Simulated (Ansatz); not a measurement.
I need a scan of the energy under strain of NaPdO₃, space group Pm-3m. Use Ansatz 0.2.0, Python API. Settings (first run): LDA, PAW, cutoff 520 eV, 9×9×9 k-points, cold smearing of 0.1 eV.

```
CELL_PARAMETERS angstrom
3.99115 0.00000 0.00000
0.00000 3.99115 0.00000
0.00000 0.00000 3.99115
ATOMIC_POSITIONS crystal
Na 0.00000 0.00000 0.00000
Pd 0.50000 0.50000 0.50000
O 0.50000 0.50000 0.00000
O 0.50000 0.00000 0.50000
O 0.00000 0.50000 0.50000
```

Script `napdo3_strain.py`:
```python
"""A shear strain scan of NaPdO3."""

from dataclasses import dataclass
import warnings

import ansatz as az
import numpy as np


@dataclass(frozen=True)
class Options:
    functional: str = "lda"
    sigma: float = 0.1
    tolerance: float = 1e-09
    cutoff: int = 520
    mesh: tuple[int, ...] = (9, 9, 9)


opts = Options()

vectors0 = np.array([
    [3.991149, 0.0, 0.0],
    [0.0, 3.991149, 0.0],
    [0.0, 0.0, 3.991149],
])
sites = [
    ("Na", [0.0, 0.0, 0.0]),
    ("Pd", [0.5, 0.5, 0.5]),
    ("O", [0.5, 0.5, 0.0]),
    ("O", [0.5, 0.0, 0.5]),
    ("O", [0.0, 0.5, 0.5]),
]


def build(cell):
    crystal = az.Crystal(lattice=az.Lattice.of(cell))
    for symbol, position in sites:
        crystal = crystal.atom(symbol, position)
    return crystal


def main() -> None:
    warnings.simplefilter("ignore", az.DeckWarning)

    # clamped ions: the fractional positions stay as typed
    values = np.linspace(-0.02, 0.02, 5)
    energies = []
    for d in values:
        strain = np.array([[0, d / 2, 0], [d / 2, 0, 0], [0, 0, 0]])
        cell = vectors0 @ (np.eye(3) + strain)
        model = build(cell).calculation()
        model = model.functional(opts.functional)
        model = model.occupations(az.OccupationsMethod.COLD, width=opts.sigma)
        model = model.scf(tolerance=opts.tolerance).basis(opts.cutoff)
        model = model.kpoints(*opts.mesh)
        model = model.stress()
        rep = model.run(threads=1, backend="cpu").report
        energies.append(rep["free_energy_ev"] / len(sites))
        s = rep["stress_gpa"]
        print(f"d = {d:+.4f}  stress xx yy zz xy (GPa, compression positive): {s[0][0]:8.3f} {s[1][1]:8.3f} {s[2][2]:8.3f} {s[0][1]:8.3f}")
    energies = np.array(energies)

    for value, e in zip(values, energies):
        print(f"strain {value:7.3f}   E - Emin = {1000 * (e - energies.min()):9.3f} meV/atom")
    np.savetxt("strain.csv", np.column_stack([values, energies]), fmt="%.6f", delimiter=",", header="strain,energy_eV_per_atom")
    curvature = 2 * np.polyfit(values, energies, 3)[1]
    volume = abs(np.linalg.det(vectors0)) / len(sites)
    print(f"d2E/dd2 over the volume: {curvature / volume * 160.21766:.1f} GPa")


if __name__ == "__main__":
    main()
```

Running `python napdo3_strain.py` prints:
```text
d = -0.0200  stress xx yy zz xy (GPa, compression positive):  -12.517  -12.517  -12.539    0.812
d = -0.0100  stress xx yy zz xy (GPa, compression positive):  -12.529  -12.529  -12.535    0.406
d = +0.0000  stress xx yy zz xy (GPa, compression positive):  -12.533  -12.533  -12.533    0.000
d = +0.0100  stress xx yy zz xy (GPa, compression positive):  -12.529  -12.529  -12.535   -0.406
d = +0.0200  stress xx yy zz xy (GPa, compression positive):  -12.517  -12.517  -12.539   -0.812
strain  -0.020   E - Emin =     0.545 meV/atom
strain  -0.010   E - Emin =     0.137 meV/atom
strain   0.000   E - Emin =     0.000 meV/atom
strain   0.010   E - Emin =     0.137 meV/atom
strain   0.020   E - Emin =     0.545 meV/atom
d2E/dd2 over the volume: 34.3 GPa
```

`strain.csv`, as written:
```csv
# strain,energy_eV_per_atom
-0.020000,-1994.208880
-0.010000,-1994.209288
0.000000,-1994.209425
0.010000,-1994.209288
0.020000,-1994.208880
```

Against the unstrained cell the energy per atom changes by +0.55 meV at one end of the scan and +0.55 meV at the other, and its second derivative over the volume is 34.3 GPa.

What to keep in mind:
- Absolute energies stand on the zero of these potentials, so only differences at equal settings mean something.
- The cell holds an odd number of electrons and is run without spin, so a magnetic state may lie lower.
- The program warned that this SCF threshold is loose for forces or stresses.
- The curvature belongs to this strain pattern and to the cell's stress; it equals a single elastic constant only for simple patterns.
- In a metal a curvature from energy changes of a few meV or less hangs on mesh and smearing, in size and even in sign.
- At these settings the cell as given stands under about -13 GPa, so it isn't at this functional's equilibrium volume.
- The structure comes from a database of computed cells and needn't be a stable or known phase.
- The ions keep their fractional positions (clamped ions).
- The script silences the warnings on its input, which a real study should read.
- Finished in 56 s on 1 thread of Intel(R) Xeon(R) Platinum 8488C (Sapphire Rapids) (shared host), peak memory 0.59 GiB.
